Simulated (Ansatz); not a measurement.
# FH₂NSi, SMILES N[Si]F: the interaction energy of a dimer with the counterpoise correction

With Ansatz 0.2.0, Python API.

Typed at the interpreter:
```pycon
>>> import ansatz as az
>>> FIRST = [
...     ("N", (-0.7087, 0.2899, -0.1223)),
...     ("Si", (0.01, -0.757, 0.9231)),
...     ("F", (1.4996, -0.7719, 0.4018)),
...     ("H", (-0.19, 1.2359, -0.096)),
...     ("H", (-0.611, 0.0029, -1.1065)),
... ]
>>> SECOND = [
...     ("N", (4.2831, -1.2379, 2.518)),
...     ("Si", (4.0241, -1.5414, 4.1136)),
...     ("F", (3.6526, -3.0753, 4.1007)),
...     ("H", (5.0451, -1.9049, 2.145)),
...     ("H", (3.4699, -1.4681, 1.9296)),
... ]
>>> def energy(atoms, ghosts=()):
...     molecule = az.Crystal.molecule()
...     for symbol, xyz in atoms:
...         molecule = molecule.atom(symbol, xyz)
...     calc = (
...         molecule.calculation()
...         .basis(gaussian="def2-SVP")
...         .correlation("mp2")
...     )
...     deck = calc.input()
...     if ghosts:
...         deck = deck.set(az.key.basis.gaussian.ghost_atoms, [{"symbol": s, "position_ang": list(xyz)} for s, xyz in ghosts])
...     return az.Session.from_dict(deck).plan().execute().report["free_energy_ev"]
...
>>> # ghost atoms carry the functions of the partner
>>> both = energy(FIRST + SECOND)

>>> alone = energy(FIRST) + energy(SECOND)
>>> ghosted = energy(FIRST, SECOND) + energy(SECOND, FIRST)
>>> print(f"dimer {both:.6f} eV")
dimer -24176.013691 eV
>>> print(f"interaction, uncorrected   {23.060548 * (both - alone):8.3f} kcal/mol")
interaction, uncorrected     -2.594 kcal/mol
>>> print(f"interaction, counterpoise  {23.060548 * (both - ghosted):8.3f} kcal/mol")
interaction, counterpoise    -1.371 kcal/mol
>>> print(f"basis-set superposition    {23.060548 * (alone - ghosted):8.3f} kcal/mol")
basis-set superposition       1.223 kcal/mol
```

Uncorrected it is -2.594 kcal/mol, with the counterpoise correction -1.371 kcal/mol; the difference, 1.22 kcal/mol, is the superposition error.

Notes:
- These settings explore the input space; basis and method may be short of convergence.
- The dimer is a generated trial pose of unrelaxed monomers, not a minimum, so the figure is no binding energy, and the basis set is small.
- Wall time of the script: 5.6 s on 1 thread of Arm Neoverse V2, on a shared host, peak memory 0.29 GiB.

(Lines on the test bed's own set-up are left out of the output.)
